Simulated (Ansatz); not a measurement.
# K2Ge: the cost of one run

Program: Ansatz 0.2.0. Level of theory: DFT PBE, scalar-relativistic, plane waves, PAW. These are calculated values, not measurements.

### 1 The starting structure

The structure is tetragonal, space group P4/mmm (No. 123). Conventional cell: a = 3.939 Å, b = 3.939 Å, c = 3.777 Å, α = 90.00°, β = 90.00°, γ = 90.00°. K (site symmetry 4/mmm) has 4 K at 2.79 Å as nearest neighbours. K (site symmetry 4/mmm) has 2 Ge at 1.89 Å as nearest neighbours. Ge (site symmetry 4/mmm) is surrounded by 2 K at 1.89 Å.

Structure file:

```
CELL_PARAMETERS angstrom
3.93862 0.00000 0.00000
0.00000 3.93862 0.00000
0.00000 0.00000 3.77748
ATOMIC_POSITIONS crystal
K 0.50000 0.50000 0.50000
K 0.00000 0.00000 0.50000
Ge 0.00000 0.00000 0.00000
```

A structure generator made this guess: random cell by space group and Wyckoff sites (P4/mmm, No. 123). Lengths come from tabulated atomic sizes and are only a guess.

### 2 A first look at the guess

The input, input.yaml:

```yaml
crystal:
  lattice:
    - [3.93861782, 0.0, 0.0]
    - [0.0, 3.93861782, 0.0]
    - [0.0, 0.0, 3.77748246]
  atoms:
    - { symbol: K, position: [0.5, 0.5, 0.5] }
    - { symbol: K, position: [0.0, 0.0, 0.5] }
    - { symbol: Ge, position: [0.0, 0.0, 0.0] }
basis:
  ecutwfc: 420
kpoints:
  mp_grid: { grid: [4, 4, 4] }
hamiltonian:
  xc: pbe
scf:
  occupations: { method: gaussian, width: 0.1 }
  lower_state_search: "off"
output:
  forces: true
  stress: true
  eigenvalues: true
```

Started as:

```sh
> ansatz run input.yaml --threads 1 --pin off --max-ram 2560MiB --backend cpu --events-out ev --progress --plain --runs-dir out
```

What time and memory should one allow on 1 thread of Arm Neoverse V1, shared host?

About 1.8 s, with a peak of 0.29 GiB.
